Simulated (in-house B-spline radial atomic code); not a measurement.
# W: ionisation energy by several methods

The task here is to estimate one member of a computed series from the others.

The numbers are computed with in-house B-spline radial atomic code version 1 (scalar-relativistic (X2C), several functionals, spin-polarised, exact exchange averaged over the configuration; spherical all-electron atom at the radial basis limit), except any that are marked as measured or tabulated.

### What is computed

| Item | Value |
| --- | --- |
| element | tungsten (Z = 74) |
| charge | 0 |
| electrons | 74 |
| configuration | [Xe] 4f14 5d4 6s2 |
| nucleus | Fermi, rms radius 5.366 fm |

Outer shells as boxes (Hund's rule):

[Xe] 4f14 5d4 6s2
```
[Xe] core
4f [↑↓][↑↓][↑↓][↑↓][↑↓][↑↓][↑↓]
5d [↑ ][↑ ][↑ ][↑ ][  ]
6s [↑↓]
```

Where spins are not typed, each open shell is filled with up spins first.

The first run:

The run's settings:

```ini
Z = 74
electrons = 74.0
configuration = [Xe] 4f14 5d4 6s2
hamiltonian = x2c
method = m062x
spin_polarised = True
nucleus = fermi
rms_radius = 5.3658
mass_number = 184
atomic_mass = 183.95093318
speed_of_light = 137.035999084
exact_exchange = averaged over the configuration
```

Run with:

```sh
$ python run_scf.py task.json out
```

One command runs all members of the session, one after another, from task.json.

Steps of the session up to this table: M06-2X; BHandHLYP; B97-1; LC-ωPBE; ωB97X; HSE06.

One table of the session follows, with a row left open; its other results are not shown here.

| method | ΔSCF (eV) |
| --- | --- |
| M06-2X | 8.119 |
| BHandHLYP | ? |
| B97-1 | 8.084 |
| LC-ωPBE | 7.067 |
| ωB97X | 8.208 |
| HSE06 | 7.322 |

Estimate the missing values for BHandHLYP.

As computed: ΔSCF (eV): 7.493. In the column «ΔSCF (eV)» it lies between HSE06 (7.322) and B97-1 (8.084).

To keep in mind: Relativistic terms that these runs lack can be as large as the gaps between close methods, so the nearest may be so by luck. Spin-orbit coupling is left out.
